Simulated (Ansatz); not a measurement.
**C₄H₉ClFIn: taking an electron away**

The task here is to estimate one member of a computed series from the others.

The runs use Ansatz 0.2.0, Gaussian basis; unrestricted cation, the program's frozen cores in correlated methods.

Plan: UKS PBE-D4/def2-TZVPP; UKS r2SCAN-D4/def2-TZVPP; UKS PBE0-D4/def2-TZVPP; UKS B3LYP-D4/def2-TZVPP; UKS wB97X-V/def2-TZVPP; UKS wB97M-V/def2-TZVPP; UKS B2PLYP/def2-TZVPP; UHF-CCSD(T)/def2-TZVPP; UHF-MP2/def2-QZVPP; extrapolation to the limit; then −ε(HOMO) from the neutral's earlier runs with LDA (SPW92), PBE-D4, revPBE-D4, BLYP-D4, r2SCAN-D4, B97M-V, PBE0-D4, B3LYP-D4, r2SCANh-D4, r2SCAN0-D4, HSE06-D4, BHLYP-D4, CAM-B3LYP-D4, LC-ωPBE, ωB97X-V, ωB97M-V.

## Structure used throughout

The geometry comes from an earlier relaxation with PBE0-D4 in a triple-zeta def2 set; it is a stationary point, not always the lowest conformer. In takes the def2 core potential; no spin-orbit term is included.

SMILES `C[C](C)(C)[In]([F])[Cl]`, 16 atoms, charge 0, spin multiplicity 1.

Atoms are counted from 1 here; the program's logs count them from 0.

Bond lengths: C1–C2 1.522 Å, C1–H8 1.099 Å, C1–H9 1.093 Å, C1–H10 1.093 Å, C2–C3 1.520 Å, C2–C4 1.522 Å, C2–In5 2.178 Å, C3–H11 1.092 Å, C3–H12 1.099 Å, C3–H13 1.092 Å, C4–H14 1.093 Å, C4–H15 1.099 Å, C4–H16 1.093 Å, In5–F6 1.956 Å, In5–Cl7 2.327 Å. Angles: C2–C1–H8 109.0°, C2–C1–H9 112.4°, C2–C1–H10 112.5°, H8–C1–H9 107.4°, H8–C1–H10 107.1°, H9–C1–H10 108.3°, C1–C2–C3 110.9°, C1–C2–C4 110.3°, C1–C2–In5 107.7°, C3–C2–C4 110.9°, C3–C2–In5 109.3°, C4–C2–In5 107.6°, C2–C3–H11 112.4°, C2–C3–H12 109.1°, C2–C3–H13 112.4°, H11–C3–H12 107.4°, H11–C3–H13 107.9°, H12–C3–H13 107.4° and more.

The first run:

Input file in.yaml:

```yaml
crystal:
  periodic: [false, false, false]
  atoms:
    - {symbol: C, position_ang: [0.413669, 0.639651, 1.365830]}
    - {symbol: C, position_ang: [0.019923, -0.088821, 0.088439]}
    - {symbol: C, position_ang: [1.101630, -1.069967, -0.331897]}
    - {symbol: C, position_ang: [-1.313696, -0.799258, 0.274589]}
    - {symbol: In, position_ang: [-0.241497, 1.405871, -1.473640]}
    - {symbol: F, position_ang: [-1.515850, 2.872213, -1.246848]}
    - {symbol: Cl, position_ang: [0.793217, 1.612261, -3.547940]}
    - {symbol: H, position_ang: [0.515009, -0.093123, 2.178196]}
    - {symbol: H, position_ang: [-0.337044, 1.369954, 1.676778]}
    - {symbol: H, position_ang: [1.374521, 1.152820, 1.274536]}
    - {symbol: H, position_ang: [0.848120, -1.599470, -1.253200]}
    - {symbol: H, position_ang: [1.229395, -1.824167, 0.456576]}
    - {symbol: H, position_ang: [2.069162, -0.584691, -0.479836]}
    - {symbol: H, position_ang: [-1.625667, -1.343419, -0.620692]}
    - {symbol: H, position_ang: [-1.215331, -1.537146, 1.082710]}
    - {symbol: H, position_ang: [-2.115561, -0.112697, 0.556380]}
basis:
  gaussian: {orbitals: def2-TZVPP}
total_charge: 1
magnetization: {spin_polarized: true, initial_magnetization: 1}
hamiltonian: {xc: pbe, dispersion: d4}
```

Among the steps run: Cation, UKS PBE-D4/def2-TZVPP; Cation, UKS r2SCAN-D4/def2-TZVPP; Cation, UKS PBE0-D4/def2-TZVPP; Cation, UKS B3LYP-D4/def2-TZVPP; Cation, UKS wB97X-V/def2-TZVPP; Cation, UKS wB97M-V/def2-TZVPP; Cation, UKS B2PLYP (frozen core)/def2-TZVPP; Cation, UHF-CCSD(T)/def2-TZVPP; Cation, UHF-MP2/def2-QZVPP.

One of the session's tables, all rows but one given; the rest of the session is left out.

It belongs to the step «Ionisation energies side by side». For comparison, −ε(HOMO) of the neutral from earlier runs:

```
  functional  −ε(HOMO) (eV)
 LDA (SPW92)           6.84
      PBE-D4           6.65
   revPBE-D4           6.57
     BLYP-D4           6.54
   r2SCAN-D4           6.86
      B97M-V           6.90
     PBE0-D4           7.76
    B3LYP-D4           7.59
  r2SCANh-D4              ?
  r2SCAN0-D4           7.91
    HSE06-D4           7.37
    BHLYP-D4           8.79
CAM-B3LYP-D4           9.03
     LC-ωPBE          10.25
     ωB97X-V           9.94
     ωB97M-V           9.83
```

**Question.** Estimate the row for r2SCANh-D4.

Worked estimate for «−ε(HOMO) (eV)». Against the share of exact exchange, r2SCAN-D4 (0, 6.86), r2SCAN0-D4 (0.25, 7.91) give a slope of 4.20 per unit share; at 0.1 the line stands at 7.28.

As computed: −ε(HOMO) (eV): 7.28. In «−ε(HOMO) (eV)» the line misses by 0.00.
